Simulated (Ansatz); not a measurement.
**Sn: equation of state**

An exercise on one series of results from a longer session: the logs are not shown, and one member is left open.

Method: DFT PBEsol, scalar-relativistic, in Ansatz 0.2.0.

## Starting point

The structure is tetragonal, space group I4/mmm (No. 139). The conventional cell has a = 3.182 Å, b = 3.182 Å, c = 5.831 Å, α = 90.00°, β = 90.00°, γ = 90.00°. Sn (site symmetry 4/mmm) is surrounded by 4 Sn at 3.18 Å.

Coordinates:

```
CELL_PARAMETERS angstrom
-1.59075 1.59075 2.91565
1.59075 -1.59075 2.91565
1.59075 1.59075 -2.91565
ATOMIC_POSITIONS crystal
Sn 0.00000 0.00000 0.00000
```

The first run:

Contents of input.yaml:

```yaml
crystal:
  lattice:
    - [-1.5582766024, 1.5582766024, 2.8561302379]
    - [1.5582766024, -1.5582766024, 2.8561302379]
    - [1.5582766024, 1.5582766024, -2.8561302379]
  atoms:
    - { symbol: Sn, position: [0.0, 0.0, 0.0] }
kpoints:
  mp_grid: { grid: [15, 15, 18] }
  band_path:
    path:
      - [0.0, 0.0, 0.0]
      - [0.0, 0.0, 0.5]
      - [0.25, 0.25, 0.25]
      - [0.0, 0.5, 0.0]
      - [0.0, 0.0, 0.0]
      - [0.5, 0.5, -0.5]
      - [0.3244171603, 0.6755828397, -0.3244171603]
      - [-0.3244171603, 0.3244171603, 0.3244171603]
      - [0.0, 0.0, 0.0]
    npoints: 5
scf:
  occupations: { method: fermi_dirac, width: 0.08 }
hamiltonian:
  xc: pbesol
  pseudopotentials: { kind: all_electron, lapw: { basis_error: 0.00025 } }
output:
  forces: true
  stress: true
  eigenvalues: true
```

On the command line:

```sh
> ansatz run input.yaml --threads 1 --pin off --max-ram 3072MiB --backend cpu --events-out ev --progress --plain --runs-dir out
```

Among the steps run: Volume × 0.94, LAPW; Volume × 0.94, PAW; Volume × 0.94, crystal datasets; Volume × 0.98, LAPW; Volume × 0.98, PAW; Volume × 0.98, crystal datasets; Volume × 1.01, LAPW; Volume × 1.01, PAW; Volume × 1.01, crystal datasets; Volume × 1.04, LAPW; Volume × 1.04, PAW; Volume × 1.04, crystal datasets.

One of the session's tables, all rows but one given; the rest of the session is left out.

| method | volume (Å³/atom) | pressure (GPa) |
| --- | --- | --- |
| LAPW | 27.741 | -1.68 |
| LAPW | 28.922 | -3.40 |
| LAPW | 29.807 | -4.42 |
| LAPW | 30.693 | -5.27 |
| PAW | 27.741 | -1.68 |
| PAW | 28.922 | -3.40 |
| PAW | 29.807 | ? |
| PAW | 30.693 | -5.27 |
| crystal datasets | 27.741 | -1.68 |
| crystal datasets | 28.922 | -3.40 |
| crystal datasets | 29.807 | -4.42 |
| crystal datasets | 30.693 | -5.27 |

Q: Estimate the row for PAW, 29.807 from the others.

As computed: pressure (GPa): -4.43. In the column «pressure (GPa)» it lies between crystal datasets, 30.693 (-5.27) and LAPW, 29.807 (-4.42).

Caveats from the session: Warnings in the runs' records: symmetry narrowed by mesh, gradients without spin orbit, crystal datasets made.
